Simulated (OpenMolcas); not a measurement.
# Rh⁵⁺ among point charges: CASSCF and CASPT2 levels and susceptibility

How does a field of 3 point charges split the states of Rh⁵⁺, and what χT follows?

Program: OpenMolcas 26.06. Level of theory: state-averaged CASSCF and CASPT2, spin-orbit coupling by RASSI with atomic mean-field integrals. These are calculated values, not measurements, unless marked.

## Step 1: Starting point

* Species: Rh⁵⁺ (rhodium, Z = 45, 40 electrons)
* Basis: ANO-RCC-VDZP [6s5p3d1f], 43 functions
* Scalar Hamiltonian: DKH2, point nucleus
* Inactive shells: 1s 2s 2p 3s 3p 3d 4s 4p
* Active space: 4 electrons in 5 orbitals (4d)
* Some configurations of this space: 4d4
* Orbitals: optimised for each spin and parity, averaged over all roots

The outer shells:

4d4
```
4d [↑ ][↑ ][↑ ][↑ ][  ]
```

The ion sits among 3 point charges of -1 e arranged as a planar triangle (D3h), 1.78 Å from the ion.

The work runs as a chain of OpenMolcas steps in one folder; each step below is one input file. Labels, J, g values, rates, χT and fits are worked out afterwards by a script from the matrices that RASSI stores.

## Step 2: Basis and integrals

a.inp reads:

```
&GATEWAY
Coord
1

Rh 0.0 0.0 0.0
Basis=ANO-RCC-VDZP
Group=NoSym
NoMove
AngMom=0.0 0.0 0.0
AMFI
XField
3 Angstrom 0
1.780000 0.000000 0.000000 -1.000000
-0.890000 1.541525 0.000000 -1.000000
-0.890000 -1.541525 0.000000 -1.000000
&SEWARD
```

## Step 3: Reference wave functions, quintets, 5 roots

a.inp reads:

```
&RASSCF
FileOrb=start.orb
Symmetry=1
Spin=5
nActEl=4 0 0
Inactive=18
Ras2=5
CIRoot=5 5 1
SDav=5
CIMx=300
Iter=120 100
PrWF=0.3
OrbListing=Nothing
MaxOrb=0
>>> COPY $Project.JobIph JOB001
```

start.orb holds the contracted functions of the basis, ordered by shell, or the orbitals of the step before.

## Step 4: Reference wave functions, triplets, 45 roots

a.inp reads:

```
&RASSCF
FileOrb=start.orb
Symmetry=1
Spin=3
nActEl=4 0 0
Inactive=18
Ras2=5
CIRoot=45 45 1
SDav=45
CIMx=300
Iter=120 100
PrWF=0.3
OrbListing=Nothing
MaxOrb=0
>>> COPY $Project.JobIph JOB002
```

## Step 5: CASSCF: singlets, 50 roots

a.inp reads:

```
&RASSCF
FileOrb=start.orb
Symmetry=1
Spin=1
nActEl=4 0 0
Inactive=18
Ras2=5
CIRoot=50 50 1
SDav=50
CIMx=300
Iter=120 100
PrWF=0.3
OrbListing=Nothing
MaxOrb=0
>>> COPY $Project.JobIph JOB003
```

## Step 6: RASSI: spin-orbit coupling between the states

a.inp reads:

```
&RASSI
NrOfJobIphs=3 5 45 50
1 2 3 4 5
1 2 3 4 5 6 7 8 9 10 11 12 13 14 15 16 17 18 19 20 21 22 23 24 25 26 27
28 29 30 31 32 33 34 35 36 37 38 39 40 41 42 43 44 45
1 2 3 4 5 6 7 8 9 10 11 12 13 14 15 16 17 18 19 20 21 22 23 24 25 26 27
28 29 30 31 32 33 34 35 36 37 38 39 40 41 42 43 44 45 46 47 48 49 50
IphNames
JOB001
JOB002
JOB003
EJob
SpinOrbit
DIPRint=1.0
SOCoupling=1000.0
Subsets=2
Property=9
'ANGMOM' 1 'ANGMOM' 2 'ANGMOM' 3 'MLTPL  1' 1 'MLTPL  1' 2 'MLTPL  1' 3
'AMFI' 1 'AMFI' 2 'AMFI' 3
SOProperty=3
'ANGMOM' 1 'ANGMOM' 2 'ANGMOM' 3
```

## Step 7: CASPT2: IPEA 0.25, imaginary shift 0.1 (closed shells correlated: 4s 4p)

a.inp reads:

```
>>> COPY JOB001 $Project.JobIph
&CASPT2
Multistate=5 1 2 3 4 5
NoMult
Frozen=14
IPEA=0.25
Imaginary=0.1
MaxIter=60
WThr=0.0 0.3 0.05
PrWF=0.5
NoMix
>>> COPY JOB002 $Project.JobIph
&CASPT2
Multistate=45 1 2 3 4 5 6 7 8 9 10 11 12 13 14 15 16 17 18 19 20 21 22
23 24 25 26 27 28 29 30 31 32 33 34 35 36 37 38 39 40 41 42 43 44 45
NoMult
Frozen=14
IPEA=0.25
Imaginary=0.1
MaxIter=60
WThr=0.0 0.3 0.05
PrWF=0.5
NoMix
>>> COPY JOB003 $Project.JobIph
&CASPT2
Multistate=50 1 2 3 4 5 6 7 8 9 10 11 12 13 14 15 16 17 18 19 20 21 22
23 24 25 26 27 28 29 30 31 32 33 34 35 36 37 38 39 40 41 42 43 44 45 46
47 48 49 50
NoMult
Frozen=14
IPEA=0.25
Imaginary=0.1
MaxIter=60
WThr=0.0 0.3 0.05
PrWF=0.5
NoMix
```

(Steps that only read results are left out.)

What does the calculation give? Wanted: spin-free ground state; first state of the same spin within the active space; lowest level; next level.

The runs gave:

| quantity | value |
| --- | --- |
| method | SS-CASPT2, IPEA 0.25, imaginary shift 0.1 (closed shells correlated: 4s 4p) |
| spin-free ground state | 5E, 2-fold in its orbital part |
| first state of the same spin within the active space | 5E at 7020 cm⁻¹ |
| lowest level | 1-fold A1 |
| next level | 55.8 cm⁻¹ |
| χT at 300 K | 0.85 cm³ K/mol |
| effective moment at 300 K | 2.61 μB |

Cost by method:

```
                                              method  time of its own steps  time with the reference
                                           A. CASSCF                   33 s                     33 s
B. SS-CASPT2, IPEA 0.25, imaginary shift 0.1, +4s 4p                  9.5 s                     42 s
```

Times are of one thread on a shared host.

The spin-free ground state (5E) comes to 100 % from free-ion D terms and keeps the highest spin of the shell. χT at 300 K is 0.85, against 3.01 cm³ K/mol for the spin alone, so spin-orbit coupling lowers it. An active space of the d shell alone favours high spin; real ions in strong fields can be low spin. CASPT2 does not keep the components of a term degenerate, and the means are used. The field of point charges can differ much from that of real complexes. With metal d orbitals alone active, the gaps between spin states are rough; where two lie within a few thousand cm-1, their order is open. This is an electrostatic model: the charges have no orbitals.
